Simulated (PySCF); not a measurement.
# C₃H₇ClFSi+: electronic excitations at several levels of theory

Aim: compute the electronic excitations of C₃H₇ClFSi+ (`C[Si+](CF)CCl`) at several levels, and see how far they spread and what each costs.

Computed with PySCF 2.14.0, with density-fitted response routines of our own, on a single molecule in the gas phase. Atoms count from 0, in the outputs and in this text.

## (1) The starting structure

13 atoms, charge 1, multiplicity 1; geometry from: GFN2-xTB.

Bonds of the start (Å): C0–Si1 1.88, Si1–C2 1.92, C2–F3 1.37, Si1–C4 1.89, C4–Cl5 1.83, C0–H6 1.09, C0–H7 1.09, C0–H8 1.09, C2–H9 1.10, C2–H10 1.10, C4–H11 1.09, C4–H12 1.09.

## (2) Optimising the geometry at PBE0-D3(BJ)/def2-SVP

Job settings and geometry (Å):

```
{"job": {"xc": "PBE0", "basis": "def2-SVP", "d3": "d3bj", "grid": 1, "kind": "geom"}, "charge": 1, "multiplicity": 1}
C     -0.585611     1.821463     0.522537
Si    -0.061683     0.132023    -0.106919
C      1.786831    -0.378247    -0.259303
F      1.824014    -1.652738    -0.762290
C     -1.233689    -1.293869    -0.489804
Cl    -1.192742    -1.882370     1.242077
H      0.080942     2.184049     1.307948
H     -0.576876     2.566564    -0.274135
H     -1.597288     1.795826     0.930375
H      2.358112     0.256145    -0.946585
H      2.308183    -0.399325     0.705268
H     -0.852130    -2.089366    -1.132026
H     -2.262451    -1.059672    -0.754870
```

The log of the run:

```text
step   0  E = -966.86725591  max force = 0.019244
step   1  E = -966.87690136  max force = 0.012655
step   2  E = -966.87950390  max force = 0.018898
step   3  E = -966.88061705  max force = 0.010286
step   4  E = -966.88138610  max force = 0.001984
step   5  E = -966.88151344  max force = 0.001533
step   6  E = -966.88155879  max force = 0.000940
step   7  E = -966.88157193  max force = 0.000596
step   8  E = -966.88157648  max force = 0.000290
optimisation converged
```

Wall time 56 s (1 thread, shared host).

The steps of the relaxation:

| step | energy from step 0 (eV) | largest force component (eV/Å) |
| --- | --- | --- |
| 0 | 0.0000 | 0.9896 |
| 1 | -0.2625 | 0.6507 |
| 2 | -0.3333 | 0.9718 |
| 3 | -0.3636 | 0.5289 |
| 4 | -0.3845 | 0.1020 |
| 5 | -0.3880 | 0.0788 |
| 6 | -0.3892 | 0.0483 |
| 7 | -0.3896 | 0.0306 |
| 8 | -0.3897 | 0.0149 |

Close pairs (by a distance rule), those that changed most:

| bond | before (Å) | after (Å) | change (Å) |
| --- | --- | --- | --- |
| Si1–Cl5 | 2.675 | 2.260 | -0.415 |
| C4–Cl5 | 1.830 | 1.878 | +0.048 |
| C0–Si1 | 1.877 | 1.830 | -0.047 |
| Si1–C2 | 1.924 | 1.880 | -0.044 |
| Si1–C4 | 1.885 | 1.846 | -0.039 |
| C0–H7 | 1.091 | 1.104 | +0.013 |
| C2–H9 | 1.096 | 1.107 | +0.011 |
| C0–H8 | 1.091 | 1.100 | +0.009 |

The next job starts from the end point, and lists it.

| at the end point | value |
| --- | --- |
| point group (found at 0.08 Å tolerance) | C1 |
| rotational constants (GHz, main isotopes) | 2.480, 2.070, 1.371 |

The optimised geometry no longer has the bonds of the starting formula, so what follows describes that rearranged structure.

## (3) TDDFT and polarisability: HF/def2-SVPD

Job settings and geometry (Å):

```
{"job": {"kind": "uv", "xc": "HF", "basis": "def2-SVPD", "ip": true}, "charge": 1, "multiplicity": 1}
C     -0.590882     1.737454     0.520997
Si    -0.044953     0.065616     0.013692
C      1.753958    -0.421469    -0.230674
F      1.779546    -1.716089    -0.661387
C     -1.229876    -1.217967    -0.582369
Cl    -0.986356    -1.579773     1.244057
H      0.036257     2.127070     1.337812
H     -0.488618     2.419458    -0.341377
H     -1.643812     1.736047     0.839684
H      2.220521     0.247090    -0.978960
H      2.326643    -0.311737     0.707759
H     -0.844376    -2.080672    -1.139860
H     -2.292523    -1.003614    -0.746814
```

With the program's defaults for keys left out, this is: TDDFT HF/def2-SVPD, vertical, gas phase, core orbitals frozen in the response.

The log of the run:

```text
final grid: 106504 points
cycle   1  E = -964.7513648397  dE =  1.137e+00  |g| = 6.813e-01  |ddm| = 4.111e+00
cycle   2  E = -964.8670524448  dE = -1.157e-01  |g| = 3.695e-01  |ddm| = 1.410e+00
cycle   3  E = -964.8964251608  dE = -2.937e-02  |g| = 6.663e-02  |ddm| = 5.197e-01
cycle   4  E = -964.8979278382  dE = -1.503e-03  |g| = 1.894e-02  |ddm| = 1.450e-01
cycle   5  E = -964.8980340185  dE = -1.062e-04  |g| = 3.853e-03  |ddm| = 3.469e-02
cycle   6  E = -964.8980410278  dE = -7.009e-06  |g| = 1.409e-03  |ddm| = 1.003e-02
cycle   7  E = -964.8980419088  dE = -8.810e-07  |g| = 4.775e-04  |ddm| = 3.261e-03
cycle   8  E = -964.8980420471  dE = -1.384e-07  |g| = 1.243e-04  |ddm| = 1.359e-03
cycle   9  E = -964.8980420590  dE = -1.189e-08  |g| = 3.513e-05  |ddm| = 4.218e-04
cycle  10  E = -964.8980420600  dE = -9.779e-10  |g| = 1.076e-05  |ddm| = 1.308e-04
converged SCF energy = -964.8980420600

Static polarisability (au): isotropic 64.367, principal 59.934 63.357 69.809

Singlet excitations
state   eV       nm        f      main configurations
  1   7.6435    162.2   0.03521   H->L 0.22, H-1->L 0.16, H-1->L+2 0.14
  2   8.0371    154.3   0.00149   H->L 0.33, H-1->L 0.21, H-2->L+2 0.11
  3   8.0793    153.5   0.00114   H->L+1 0.17, H-2->L 0.16, H->L 0.16
  4   8.7251    142.1   0.10727   H-1->L 0.37, H-1->L+1 0.25, H->L 0.08
  5   9.1061    136.2   0.01726   H-3->L 0.30, H-2->L 0.21, H-2->L+1 0.08
  6   9.2559    134.0   0.02185   H-2->L 0.27, H-2->L+1 0.24, H-3->L 0.23
  7   9.5997    129.2   0.05444   H->L+3 0.29, H->L+9 0.08
  8  10.0844    122.9   0.24120   H->L+1 0.32, H-1->L+1 0.13, H-2->L+1 0.09
  9  10.4330    118.8   0.17942   H-3->L+1 0.27, H-3->L+2 0.10, H-1->L+1 0.08
 10  10.6847    116.0   0.26589   H-3->L+1 0.21, H-3->L 0.12

Triplet excitations (Tamm-Dancoff, eV): 6.4427 7.2004 7.4084 7.5765
Vertical ionisation energy (delta-SCF) = 16.0928 eV
Vertical electron affinity (delta-SCF) = 3.5822 eV
```

It took 39 s on 1 thread, shared host.

The orbitals next to the gap, with their largest atomic shares:

| orbital | eV | atoms |
| --- | --- | --- |
| HOMO−3 | -18.96 | Cl5 38 %, C0 17 %, Si1 10 % |
| HOMO−2 | -18.29 | Cl5 64 %, C4 12 %, C2 4 % |
| HOMO−1 | -17.72 | Cl5 32 %, C4 21 %, Si1 18 % |
| HOMO | -17.45 | C2 22 %, Si1 18 %, Cl5 16 % |
| LUMO | -2.84 | Si1 37 %, Cl5 20 %, C4 10 % |
| LUMO+1 | -1.90 | Si1 30 %, Cl5 25 %, C4 12 % |
| LUMO+2 | -1.64 | Cl5 31 %, Si1 15 %, C4 13 % |

With each of the 10 states as a Gaussian band of 0.4 eV half-width at 1/e, the curve within the window shown has maxima at 162 nm (ε 1,500), 141 nm (ε 4,900), 119 nm (ε 19,000) L/(mol cm). Beyond the last state computed it falls off for lack of states. The curve at chosen wavelengths:

| nm | ε (L/mol/cm) |
| --- | --- |
| 113 | 7280 |
| 116 | 16311 |
| 118 | 19017 |
| 121 | 17683 |
| 123 | 14945 |
| 126 | 9550 |
| 128 | 6509 |
| 131 | 4059 |
| 133 | 3491 |
| 136 | 3660 |
| 138 | 4221 |
| 141 | 4868 |
| 143 | 4638 |
| 146 | 3303 |
| 148 | 2240 |
| 151 | 1148 |
| 153 | 880 |
| 156 | 985 |
| 158 | 1202 |
| 161 | 1447 |
| 163 | 1450 |
| 166 | 1207 |
| 168 | 948 |
| 171 | 560 |
| 173 | 356 |
| 176 | 158 |

Further results of this job:

| property | computed |
| --- | --- |
| polarisability (Å³) | 9.54 |
| HOMO–LUMO gap (eV) | 14.60 |
| −ε(HOMO) (eV) | 17.45 |

## (4) Excited states and response: LDA/def2-SVPD

The job, as its differences from that of step 3:

```diff
@@ -1,2 +1,2 @@
-{"job": {"kind": "uv", "xc": "HF", "basis": "def2-SVPD", "ip": true}, "charge": 1, "multiplicity": 1}
+{"job": {"kind": "uv", "xc": "LDA", "basis": "def2-SVPD", "ip": true}, "charge": 1, "multiplicity": 1}
 C     -0.590882     1.737454     0.520997
```

Level: TDDFT LDA/def2-SVPD, vertical, gas phase, core orbitals frozen in the response.

The log of the run:

```text
coarse grid: 11936 points
cycle   1  E = -962.8446602668  dE =  6.694e-01  |g| = 5.594e-01  |ddm| = 4.727e+00
cycle   2  E = -962.7072717479  dE =  1.374e-01  |g| = 9.610e-01  |ddm| = 1.869e+00
cycle   3  E = -962.9178767377  dE = -2.106e-01  |g| = 1.353e-01  |ddm| = 1.128e+00
cycle   4  E = -962.9206239198  dE = -2.747e-03  |g| = 5.498e-02  |ddm| = 1.513e-01
cycle   5  E = -962.9212361093  dE = -6.122e-04  |g| = 1.090e-02  |ddm| = 6.086e-02
cycle   6  E = -962.9212639552  dE = -2.785e-05  |g| = 4.708e-03  |ddm| = 1.879e-02
cycle   7  E = -962.9212696490  dE = -5.694e-06  |g| = 9.212e-04  |ddm| = 6.277e-03
final grid: 106504 points
cycle   8  E = -963.0280372276  dE = -3.047e-05  |g| = 4.829e-03  |ddm| = 6.757e-02
cycle   9  E = -963.0280243068  dE =  1.292e-05  |g| = 8.944e-03  |ddm| = 1.279e-02
cycle  10  E = -963.0280422525  dE = -1.795e-05  |g| = 1.129e-03  |ddm| = 8.692e-03
cycle  11  E = -963.0280425877  dE = -3.352e-07  |g| = 1.982e-04  |ddm| = 1.666e-03
cycle  12  E = -963.0280425960  dE = -8.336e-09  |g| = 9.791e-05  |ddm| = 3.442e-04
cycle  13  E = -963.0280425980  dE = -2.003e-09  |g| = 2.329e-05  |ddm| = 1.083e-04
cycle  14  E = -963.0280425982  dE = -1.337e-10  |g| = 6.957e-06  |ddm| = 3.625e-05
converged SCF energy = -963.0280425982

Static polarisability (au): isotropic 71.993, principal 63.691 73.200 79.089

Singlet excitations
state   eV       nm        f      main configurations
  1   5.1744    239.6   0.00091   H->L 0.96
  2   5.5386    223.9   0.00203   H->L+1 0.95
  3   5.7464    215.8   0.00675   H-1->L 0.90
  4   6.1065    203.0   0.02237   H-1->L+1 0.92
  5   6.3395    195.6   0.00472   H-3->L 0.70, H-3->L+1 0.14, H-2->L 0.13
  6   6.4862    191.2   0.02937   H-2->L 0.73, H-3->L 0.15
  7   6.6085    187.6   0.00039   H-3->L+1 0.63, H-2->L+1 0.21, H-3->L 0.12
  8   6.6748    185.7   0.02262   H-2->L+1 0.70, H-3->L+1 0.20
  9   7.2427    171.2   0.00519   H-4->L 0.91
 10   7.2971    169.9   0.03628   H->L+2 0.92

Triplet excitations (Tamm-Dancoff, eV): 5.0236 5.3295 5.5779 5.8316
Vertical ionisation energy (delta-SCF) = 15.8662 eV
Vertical electron affinity (delta-SCF) = 4.6723 eV
```

Run time: 2.2 min. Hardware: 1 thread, shared host.

This run: HOMO -12.45 eV, LUMO -7.35 eV; lowest singlet 5.17 eV.

## (5) Ultraviolet spectrum: PBE/def2-SVPD

The job, as its differences from that of step 4:

```diff
@@ -1,2 +1,2 @@
-{"job": {"kind": "uv", "xc": "LDA", "basis": "def2-SVPD", "ip": true}, "charge": 1, "multiplicity": 1}
+{"job": {"kind": "uv", "xc": "PBE", "basis": "def2-SVPD", "ip": true}, "charge": 1, "multiplicity": 1}
 C     -0.590882     1.737454     0.520997
```

Method: TDDFT PBE/def2-SVPD, vertical, gas phase, core orbitals frozen in the response.

The log of the run:

```text
coarse grid: 11936 points
cycle   1  E = -966.5893552138  dE =  6.706e-01  |g| = 5.642e-01  |ddm| = 4.684e+00
cycle   2  E = -966.4529151565  dE =  1.364e-01  |g| = 9.747e-01  |ddm| = 1.888e+00
cycle   3  E = -966.6628766991  dE = -2.100e-01  |g| = 1.394e-01  |ddm| = 1.124e+00
cycle   4  E = -966.6660290772  dE = -3.152e-03  |g| = 4.839e-02  |ddm| = 1.562e-01
cycle   5  E = -966.6665194604  dE = -4.904e-04  |g| = 9.961e-03  |ddm| = 5.719e-02
cycle   6  E = -966.6665436317  dE = -2.417e-05  |g| = 4.118e-03  |ddm| = 1.790e-02
cycle   7  E = -966.6665481970  dE = -4.565e-06  |g| = 7.147e-04  |ddm| = 6.060e-03
final grid: 106504 points
cycle   8  E = -966.8136841107  dE = -1.833e-05  |g| = 1.329e-02  |ddm| = 8.214e-02
cycle   9  E = -966.8136026866  dE =  8.142e-05  |g| = 2.327e-02  |ddm| = 3.363e-02
cycle  10  E = -966.8137237040  dE = -1.210e-04  |g| = 3.204e-03  |ddm| = 2.227e-02
cycle  11  E = -966.8137262504  dE = -2.546e-06  |g| = 2.993e-04  |ddm| = 4.107e-03
cycle  12  E = -966.8137262699  dE = -1.944e-08  |g| = 1.401e-04  |ddm| = 5.494e-04
cycle  13  E = -966.8137262744  dE = -4.508e-09  |g| = 4.260e-05  |ddm| = 1.734e-04
cycle  14  E = -966.8137262748  dE = -4.320e-10  |g| = 9.721e-06  |ddm| = 6.371e-05
converged SCF energy = -966.8137262748

Static polarisability (au): isotropic 71.355, principal 63.237 72.431 78.399

Singlet excitations
state   eV       nm        f      main configurations
  1   5.2277    237.2   0.00111   H->L 0.98
  2   5.5870    221.9   0.00230   H->L+1 0.97
  3   5.8213    213.0   0.00654   H-1->L 0.92
  4   6.1772    200.7   0.02001   H-1->L+1 0.93
  5   6.4370    192.6   0.00460   H-3->L 0.74, H-3->L+1 0.13, H-2->L 0.12
  6   6.5560    189.1   0.03088   H-2->L 0.75, H-3->L 0.13
  7   6.6888    185.4   0.00110   H-3->L+1 0.62, H-2->L+1 0.26, H-3->L 0.11
  8   6.7442    183.8   0.02399   H-2->L+1 0.66, H-3->L+1 0.24
  9   7.3092    169.6   0.00903   H-4->L 0.71, H->L+2 0.25
 10   7.3392    168.9   0.03983   H->L+2 0.69, H-4->L 0.24

Triplet excitations (Tamm-Dancoff, eV): 5.0315 5.3439 5.6127 5.8308
Vertical ionisation energy (delta-SCF) = 16.3624 eV
Vertical electron affinity (delta-SCF) = 4.5732 eV
```

It took 3.3 min on 1 thread, shared host.

Key values: HOMO -12.33 eV, LUMO -7.17 eV; lowest singlet 5.23 eV.

## (6) TDDFT and polarisability: B3LYP/def2-SVPD

The job, as its differences from that of step 5:

```diff
@@ -1,2 +1,2 @@
-{"job": {"kind": "uv", "xc": "PBE", "basis": "def2-SVPD", "ip": true}, "charge": 1, "multiplicity": 1}
+{"job": {"kind": "uv", "xc": "B3LYP", "basis": "def2-SVPD", "ip": true}, "charge": 1, "multiplicity": 1}
 C     -0.590882     1.737454     0.520997
```

Level: TDDFT B3LYP/def2-SVPD, vertical, gas phase, core orbitals frozen in the response.

The log of the run:

```text
coarse grid: 11936 points
cycle   1  E = -967.2580578132  dE =  7.499e-01  |g| = 5.302e-01  |ddm| = 4.658e+00
cycle   2  E = -967.2054262635  dE =  5.263e-02  |g| = 7.636e-01  |ddm| = 1.605e+00
cycle   3  E = -967.3213608015  dE = -1.159e-01  |g| = 9.441e-02  |ddm| = 8.169e-01
cycle   4  E = -967.3227713663  dE = -1.411e-03  |g| = 3.225e-02  |ddm| = 1.341e-01
cycle   5  E = -967.3230126171  dE = -2.413e-04  |g| = 6.033e-03  |ddm| = 4.278e-02
cycle   6  E = -967.3230209576  dE = -8.341e-06  |g| = 2.097e-03  |ddm| = 1.033e-02
final grid: 106504 points
cycle   7  E = -967.4389947307  dE = -2.301e-05  |g| = 6.738e-03  |ddm| = 6.564e-02
cycle   8  E = -967.4389824989  dE =  1.223e-05  |g| = 9.923e-03  |ddm| = 1.768e-02
cycle   9  E = -967.4390056200  dE = -2.312e-05  |g| = 8.428e-04  |ddm| = 1.055e-02
cycle  10  E = -967.4390057808  dE = -1.608e-07  |g| = 1.436e-04  |ddm| = 9.917e-04
cycle  11  E = -967.4390057851  dE = -4.336e-09  |g| = 5.718e-05  |ddm| = 2.139e-04
cycle  12  E = -967.4390057860  dE = -8.508e-10  |g| = 1.588e-05  |ddm| = 9.002e-05
converged SCF energy = -967.4390057860

Static polarisability (au): isotropic 69.346, principal 62.321 69.704 76.013

Singlet excitations
state   eV       nm        f      main configurations
  1   6.0849    203.8   0.00072   H->L 0.97
  2   6.5914    188.1   0.00536   H->L+1 0.86
  3   6.7899    182.6   0.02641   H-1->L 0.67, H-1->L+1 0.19
  4   6.8948    179.8   0.00601   H-2->L 0.74, H-2->L+1 0.11
  5   7.0925    174.8   0.04019   H-1->L+1 0.52, H-1->L 0.18, H-2->L+1 0.13
  6   7.1588    173.2   0.00728   H-2->L+1 0.63, H-2->L 0.12
  7   7.2475    171.1   0.02227   H-3->L 0.78, H-1->L+1 0.09
  8   7.6811    161.4   0.00455   H-3->L+1 0.83, H-1->L+1 0.10
  9   7.8710    157.5   0.01416   H-4->L 0.90
 10   8.0716    153.6   0.02527   H->L+3 0.77, H->L+2 0.18

Triplet excitations (Tamm-Dancoff, eV): 5.7273 5.9401 6.1495 6.3806
Vertical ionisation energy (delta-SCF) = 15.9405 eV
Vertical electron affinity (delta-SCF) = 4.5054 eV
```

Wall time 3 min (1 thread, shared host).

Key values: HOMO -13.65 eV, LUMO -6.46 eV; lowest singlet 6.08 eV.

## (7) Ultraviolet spectrum: PBE0/def2-SVPD

The job, as its differences from that of step 6:

```diff
@@ -1,2 +1,2 @@
-{"job": {"kind": "uv", "xc": "B3LYP", "basis": "def2-SVPD", "ip": true}, "charge": 1, "multiplicity": 1}
+{"job": {"kind": "uv", "xc": "PBE0", "basis": "def2-SVPD", "ip": true}, "charge": 1, "multiplicity": 1}
 C     -0.590882     1.737454     0.520997
```

Method: TDDFT PBE0/def2-SVPD, vertical, gas phase, core orbitals frozen in the response.

The log of the run:

```text
coarse grid: 11936 points
cycle   1  E = -966.7300561805  dE =  7.656e-01  |g| = 4.913e-01  |ddm| = 4.417e+00
cycle   2  E = -966.6984166836  dE =  3.164e-02  |g| = 6.622e-01  |ddm| = 1.453e+00
cycle   3  E = -966.7853801530  dE = -8.696e-02  |g| = 7.724e-02  |ddm| = 7.083e-01
cycle   4  E = -966.7863072365  dE = -9.271e-04  |g| = 2.735e-02  |ddm| = 1.136e-01
cycle   5  E = -966.7864872318  dE = -1.800e-04  |g| = 5.105e-03  |ddm| = 3.868e-02
cycle   6  E = -966.7864932215  dE = -5.990e-06  |g| = 1.570e-03  |ddm| = 8.183e-03
final grid: 106504 points
cycle   7  E = -966.8966520536  dE = -2.240e-05  |g| = 7.564e-03  |ddm| = 5.798e-02
cycle   8  E = -966.8966461803  dE =  5.873e-06  |g| = 9.312e-03  |ddm| = 1.731e-02
cycle   9  E = -966.8966658450  dE = -1.966e-05  |g| = 1.123e-03  |ddm| = 9.289e-03
cycle  10  E = -966.8966661134  dE = -2.684e-07  |g| = 1.267e-04  |ddm| = 1.354e-03
cycle  11  E = -966.8966661166  dE = -3.138e-09  |g| = 5.423e-05  |ddm| = 2.067e-04
cycle  12  E = -966.8966661173  dE = -7.706e-10  |g| = 1.480e-05  |ddm| = 8.702e-05
converged SCF energy = -966.8966661173

Static polarisability (au): isotropic 68.780, principal 61.835 69.101 75.405

Singlet excitations
state   eV       nm        f      main configurations
  1   6.2337    198.9   0.00074   H->L 0.96
  2   6.7436    183.9   0.00723   H->L+1 0.74
  3   6.9218    179.1   0.02199   H-1->L 0.52, H-1->L+1 0.23
  4   7.0760    175.2   0.01236   H-2->L 0.48, H-2->L+1 0.21, H-1->L 0.14
  5   7.2125    171.9   0.04197   H-1->L+1 0.46, H-1->L 0.19, H-2->L 0.19
  6   7.3125    169.6   0.01189   H-2->L+1 0.54, H-2->L 0.19, H-3->L+1 0.08
  7   7.4595    166.2   0.01795   H-3->L 0.88
  8   7.9425    156.1   0.00397   H-3->L+1 0.80, H-1->L+1 0.10
  9   8.0620    153.8   0.01566   H-4->L 0.86
 10   8.1996    151.2   0.02478   H->L+3 0.83, H->L+2 0.10

Triplet excitations (Tamm-Dancoff, eV): 5.7990 5.9718 6.2310 6.4108
Vertical ionisation energy (delta-SCF) = 15.9789 eV
Vertical electron affinity (delta-SCF) = 4.4878 eV
```

Run time: 2.7 min. Hardware: 1 thread, shared host.

In short: HOMO -13.88 eV, LUMO -6.21 eV; lowest singlet 6.23 eV.

## (8) Ultraviolet spectrum: BHandHLYP/def2-SVPD

The job, as its differences from that of step 7:

```diff
@@ -1,2 +1,2 @@
-{"job": {"kind": "uv", "xc": "PBE0", "basis": "def2-SVPD", "ip": true}, "charge": 1, "multiplicity": 1}
+{"job": {"kind": "uv", "xc": "BHandHLYP", "basis": "def2-SVPD", "ip": true}, "charge": 1, "multiplicity": 1}
 C     -0.590882     1.737454     0.520997
```

Level: TDDFT BHandHLYP/def2-SVPD, vertical, gas phase, core orbitals frozen in the response.

The log of the run:

```text
coarse grid: 11936 points
cycle   1  E = -967.1379274235  dE =  8.880e-01  |g| = 5.356e-01  |ddm| = 4.358e+00
cycle   2  E = -967.1516550682  dE = -1.373e-02  |g| = 5.476e-01  |ddm| = 1.389e+00
cycle   3  E = -967.2107356779  dE = -5.908e-02  |g| = 6.172e-02  |ddm| = 5.998e-01
cycle   4  E = -967.2113792013  dE = -6.435e-04  |g| = 2.261e-02  |ddm| = 1.102e-01
cycle   5  E = -967.2115048084  dE = -1.256e-04  |g| = 4.410e-03  |ddm| = 3.881e-02
cycle   6  E = -967.2115093097  dE = -4.501e-06  |g| = 1.419e-03  |ddm| = 7.397e-03
final grid: 106504 points
cycle   7  E = -967.2868777419  dE = -1.284e-05  |g| = 3.217e-03  |ddm| = 4.173e-02
cycle   8  E = -967.2868779091  dE = -1.672e-07  |g| = 3.278e-03  |ddm| = 7.334e-03
cycle   9  E = -967.2868800002  dE = -2.091e-06  |g| = 2.718e-04  |ddm| = 2.887e-03
cycle  10  E = -967.2868800137  dE = -1.345e-08  |g| = 1.004e-04  |ddm| = 3.240e-04
cycle  11  E = -967.2868800162  dE = -2.499e-09  |g| = 1.642e-05  |ddm| = 1.523e-04
cycle  12  E = -967.2868800163  dE = -1.060e-10  |g| = 5.877e-06  |ddm| = 3.775e-05
converged SCF energy = -967.2868800163

Static polarisability (au): isotropic 66.946, principal 61.057 66.674 73.108

Singlet excitations
state   eV       nm        f      main configurations
  1   6.9287    178.9   0.00401   H->L 0.89
  2   7.1578    173.2   0.02053   H-1->L 0.33, H-1->L+1 0.32, H->L+1 0.19
  3   7.3059    169.7   0.00230   H-2->L+1 0.44, H-2->L 0.27, H->L+1 0.10
  4   7.7261    160.5   0.07034   H-1->L 0.50, H-1->L+1 0.34
  5   7.9236    156.5   0.01028   H-2->L 0.65, H-2->L+1 0.21
  6   8.2751    149.8   0.00685   H->L+1 0.33, H-2->L+1 0.20, H-4->L 0.19
  7   8.4826    146.2   0.04824   H-4->L 0.40, H->L+1 0.17, H-3->L 0.14
  8   8.7994    140.9   0.04460   H->L+3 0.70
  9   8.8312    140.4   0.00601   H-3->L 0.61, H-4->L 0.18
 10   9.2395    134.2   0.13678   H->L+2 0.77

Triplet excitations (Tamm-Dancoff, eV): 6.1737 6.4943 6.6319 6.9120
Vertical ionisation energy (delta-SCF) = 16.3515 eV
Vertical electron affinity (delta-SCF) = 4.2668 eV
```

Wall time 2.8 min (1 thread, shared host).

In short: HOMO -15.33 eV, LUMO -5.25 eV; lowest singlet 6.93 eV.

## (9) Comparing the runs: electronic excitations

Excitations and ground-state properties, with basis size and wall time:

| run | lowest singlet (eV) | brightest (eV) | f | gap (eV) | α (Å³) | functions | time |
| --- | --- | --- | --- | --- | --- | --- | --- |
| HF/def2-SVPD | 7.64 | 10.68 | 0.266 | 14.60 | 9.54 | 190 | 39 s |
| LDA/def2-SVPD | 5.17 | 7.30 | 0.036 | 5.10 | 10.67 | 190 | 2.2 min |
| PBE/def2-SVPD | 5.23 | 7.34 | 0.040 | 5.16 | 10.57 | 190 | 3.3 min |
| B3LYP/def2-SVPD | 6.08 | 7.09 | 0.040 | 7.19 | 10.28 | 190 | 3 min |
| PBE0/def2-SVPD | 6.23 | 7.21 | 0.042 | 7.67 | 10.19 | 190 | 2.7 min |
| BHandHLYP/def2-SVPD | 6.93 | 9.24 | 0.137 | 10.08 | 9.92 | 190 | 2.8 min |

## (10) Results

| quantity | value |
| --- | --- |
| point group | C1 |
| rotational constants (main isotopes) | 2.48, 2.07, 1.37 GHz |
| lowest singlet (HF/def2-SVPD) | 7.64 eV (162 nm), f = 0.035 |
| brightest single state of those computed | state 10, 10.68 eV, f = 0.266 |
| lowest triplet | 6.44 eV |
| vertical ionisation energy (ΔSCF) | 16.09 eV |
| vertical electron affinity (ΔSCF) | 3.58 eV |
| range of the lowest singlet | 5.17 to 7.64 eV |

What this shows: Single values in the summary come from the first run of each kind that ended normally (HF/def2-SVPD), which need not be the best level. The optimisation took 8 steps and gained 0.390 eV; among the close pairs (by a distance rule), Si1–Cl5 changed most, from 2.675 to 2.260 Å. The structure rearranged or came apart on optimisation; the results belong to the end geometry, not to the formula as drawn. The first singlet state (HOMO→LUMO 0.22, HOMO−1→LUMO 0.16) lies at 7.64 eV and is weak; of the 10 states computed, the strongest absorption comes from state 10 at 10.68 eV (the last computed, so partners may be missing). The lowest triplet lies 1.20 eV below the lowest singlet (triplets in Tamm-Dancoff, singlets in full TDDFT). The orbital energy would give 17.45 eV for ionisation, ΔSCF gives 16.09 eV. The lowest singlet runs from 5.17 eV (LDA/def2-SVPD) to 7.64 eV (HF/def2-SVPD), while the orbital gap spans 5.10 to 14.60 eV: the excitation energy moves far less from run to run than the orbital gap does. The lowest state need not be the same one in every run. The runs solved for a few states only, so the brightest column depends on that window.
